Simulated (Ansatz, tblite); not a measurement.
# The cluster Sr5S4+: a ladder of methods and basis sets

An exercise on one series of results from a longer session: the logs are not shown, and one member is left open.

The runs use Ansatz 0.2.0, Gaussian basis; as each input shows.

Plan: GFN1-xTB, PBE-D4/def2-TZVP, r2SCAN-D4/def2-TZVP, PBE-QIDH/def2-TZVP, LC-ωPBE/def2-TZVP, PBE-D4/def2-SVP, PBE0-D4/def2-SVP, MP2/def2-TZVP.

3 further runs of the same task are left out: 3 set aside as unsound or not needed.

**The relaxed structure**

The doublet was relaxed beforehand with PBE-D4/def2-SVP. At that level it is the lowest of the isomers that a small search found.

9 atoms, charge 1, spin multiplicity 2.

Bond lengths: Sr1–S6 2.711 Å, Sr1–S7 2.711 Å, Sr2–S8 2.711 Å, Sr2–S9 2.711 Å, Sr3–S6 2.711 Å, Sr3–S8 2.711 Å, Sr4–S7 2.711 Å, Sr4–S9 2.710 Å, Sr5–S6 2.964 Å, Sr5–S7 2.966 Å, Sr5–S8 2.965 Å, Sr5–S9 2.965 Å. Angles: S6–Sr1–S7 93.7°, S8–Sr2–S9 93.6°, S6–Sr3–S8 93.7°, S7–Sr4–S9 93.7°, S6–Sr5–S7 83.6°, S6–Sr5–S8 83.7°, S6–Sr5–S9 141.1°, S7–Sr5–S8 141.1°, S7–Sr5–S9 83.6°, S8–Sr5–S9 83.6°, Sr1–S6–Sr3 120.3°, Sr1–S6–Sr5 90.1°, Sr3–S6–Sr5 90.1°, Sr1–S7–Sr4 120.3°, Sr1–S7–Sr5 90.1°, Sr4–S7–Sr5 90.1°, Sr2–S8–Sr3 120.2°, Sr2–S8–Sr5 90.1° and more.

As a file:

```xyz
9
charge 1, multiplicity 2
Sr    0.8649   -3.2019    0.8502
Sr   -0.8587    3.2196    0.7852
Sr    3.2132    0.8717    0.7963
Sr   -3.2076   -0.8529    0.8388
Sr   -0.0047   -0.0161   -1.4440
S     2.4199   -1.4016   -0.4492
S    -1.3985   -2.4274   -0.4245
S     1.3948    2.4171   -0.4897
S    -2.4233    1.3914   -0.4632
```

Sr takes a core potential in the def2 sets. No spin-orbit coupling is included. The ion is computed in the gas phase, without counter-ions or solvent.

PBE0-D4/def2-TZVP was run before; its log isn't repeated, and its numbers join the tables.

Set-up of the first run:

Tight binding, by tblite at 300 K electronic temperature and without a spin-polarisation term:

```python
tblite.interface.Calculator('GFN1-xTB', numbers, positions, charge=1, uhf=1).singlepoint()
```

start.molden holds the orbitals of an earlier run on this state, given as this run's starting guess.

in.yaml

```yaml
crystal:
  periodic: [false, false, false]
  atoms:
    - {symbol: Sr, position_ang: [0.864916, -3.201851, 0.850241]}
    - {symbol: Sr, position_ang: [-0.858745, 3.219558, 0.785153]}
    - {symbol: Sr, position_ang: [3.213207, 0.871690, 0.796344]}
    - {symbol: Sr, position_ang: [-3.207564, -0.852880, 0.838778]}
    - {symbol: Sr, position_ang: [-0.004745, -0.016061, -1.444006]}
    - {symbol: S, position_ang: [2.419862, -1.401573, -0.449172]}
    - {symbol: S, position_ang: [-1.398471, -2.427361, -0.424475]}
    - {symbol: S, position_ang: [1.394829, 2.417133, -0.489656]}
    - {symbol: S, position_ang: [-2.423300, 1.391355, -0.463197]}
basis:
  gaussian: {orbitals: def2-TZVP, initial_orbitals: start.molden}
total_charge: 1
magnetization: {spin_polarized: true, initial_magnetization: 1}
hamiltonian: {xc: pbe, dispersion: d4}
scf: {omitted_lower_state_checks: [starts]}
output: {forces: true, orbitals: {seedname: orbitals}}
```

Launch:

```
ansatz run in.yaml --threads 4 --pin off --events-out ev --progress --plain --max-ram 6963MiB
```

Among the steps run: PBE-D4/def2-TZVP; r2SCAN-D4/def2-TZVP; PBE-QIDH/def2-TZVP; LC-ωPBE/def2-TZVP; PBE-D4/def2-SVP; PBE0-D4/def2-SVP; MP2/def2-TZVP.

One of the session's tables, all rows but one given; the rest of the session is left out.

It belongs to the step «Levels side by side». 

| level | HOMO (eV) | LUMO (eV) | gap (eV) |
| --- | --- | --- | --- |
| PBE-D4/def2-SVP | -5.48 | -5.13 | 0.36 |
| PBE-D4/def2-TZVP | -5.45 | -5.08 | 0.36 |
| r2SCAN-D4/def2-TZVP | -5.37 | -4.68 | 0.68 |
| PBE0-D4/def2-SVP | ? | ? | ? |
| PBE0-D4/def2-TZVP | -5.74 | -4.49 | 1.25 |
| LC-ωPBE/def2-TZVP | -6.87 | -2.96 | 3.92 |

Estimate the missing values for PBE0-D4/def2-SVP.

The run gave: HOMO (eV): -5.78; LUMO (eV): -4.54; gap (eV): 1.25. In the column «HOMO (eV)» it lies between LC-ωPBE/def2-TZVP (-6.87) and PBE0-D4/def2-TZVP (-5.74).
